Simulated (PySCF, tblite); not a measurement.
# C8H10P2: geometry, infrared bands and NMR shifts

What infrared bands and NMR shifts should C8H10P2 (`Cc1cpcpc1C1CC1`) show?

Programs: tblite 0.8.0 and PySCF 2.14.0, with density-fitted response routines of our own. Each step states its level of theory. These are calculated values for one molecule in the gas phase, unless marked as measured. Atoms are numbered from 0 throughout.

**1. Starting geometry**

20 atoms, charge 0, multiplicity 1; geometry from: force field or distance geometry start.

Bonds of the start (Å): C0–C1 1.49, C1–C2 1.36, C2–P3 1.75, P3–C4 1.74, C4–P5 1.73, P5–C6 1.73, C6–C7 1.50, C7–C8 1.53, C8–C9 1.53, C6–C1 1.38, C9–C7 1.47, C0–H10 1.11, C0–H11 1.11, C0–H12 1.11, C2–H13 1.10, C4–H14 1.09, C7–H15 1.11, C8–H16 1.11, C8–H17 1.10, C9–H18 1.13, C9–H19 1.10.

**2. Optimising the geometry with GFN2-xTB**

What the job is given:

```
{"job": {"kind": "relax", "xc": "GFN2-xTB", "basis": "xTB"}, "charge": 0, "multiplicity": 1}
C     -1.087900    -1.824800     0.011000
C     -1.214600    -0.336300     0.068000
C     -2.436900     0.245400    -0.088000
P     -2.748000     1.967300    -0.051800
C     -1.389900     3.020700     0.247600
P      0.058300     2.094800     0.422900
C     -0.049100     0.371600     0.304700
C      1.235700    -0.381700     0.479600
C      1.924400    -0.579900    -0.874400
C      2.547100     0.246200     0.250100
H     -1.038400    -2.311800     1.007800
H     -0.175300    -2.124200    -0.553300
H     -1.940300    -2.279200    -0.541900
H     -3.335900    -0.351200    -0.274900
H     -1.461700     4.108500     0.292200
H      1.230600    -1.274400     1.144100
H      2.296400    -1.617300    -1.040500
H      1.497300    -0.028800    -1.729200
H      3.387100    -0.259700     0.810700
H      2.695800     1.325400     0.112300
```

Run with:

```sh
$ OMP_NUM_THREADS=1 python probes_run.py task.json out
```

One launch serves the whole session: the jobs run in the order shown.

**Question.** This job is followed by: GFN2-xTB harmonic vibrations, gas phase; GIAO PBE0/pcSseg-1 NMR shielding, non-relativistic, gas phase. What will the session give for the following? strongest single infrared mode (GFN2-xTB); zero-point energy (GFN2-xTB); ¹³C shifts against TMS (PBE0/pcSseg-1, means over atoms taken as alike); ¹H shifts against TMS (PBE0/pcSseg-1, means over atoms taken as alike); ³¹P shifts against H3PO4 (PBE0/pcSseg-1).

As calculated:

| quantity | value |
| --- | --- |
| strongest single infrared mode (GFN2-xTB) | 3103 cm⁻¹, 76 km/mol |
| zero-point energy (GFN2-xTB) | 97.2 kcal/mol |
| ¹³C shifts against TMS (PBE0/pcSseg-1, means over atoms taken as alike) | 192.8, 182.9, 164.0, 149.7, 29.5, 23.2, 9.9 ppm |
| ¹H shifts against TMS (PBE0/pcSseg-1, means over atoms taken as alike) | 10.71, 9.25, 2.86, 2.10, 1.19, 1.12 ppm |
| ³¹P shifts against H3PO4 (PBE0/pcSseg-1) | 259.5, 253.2 ppm |

In words: Relaxing lowered the energy by 1.125 eV in 75 steps; the close pair that moved most is C9–H18, from 1.130 to 1.080 Å. All 54 modes are real, so the xTB geometry is a minimum. The strongest single mode, at 3103 cm⁻¹, is spread over several atoms, H18, H19, H17, H16 among them. Unscaled tight-binding wavenumbers are off by several per cent, some by more. Its intensities can rank the bands wrongly. NICS(1)zz of -24 ppm above the planar ring from C1 marks a diatropic (aromatic) ring current.
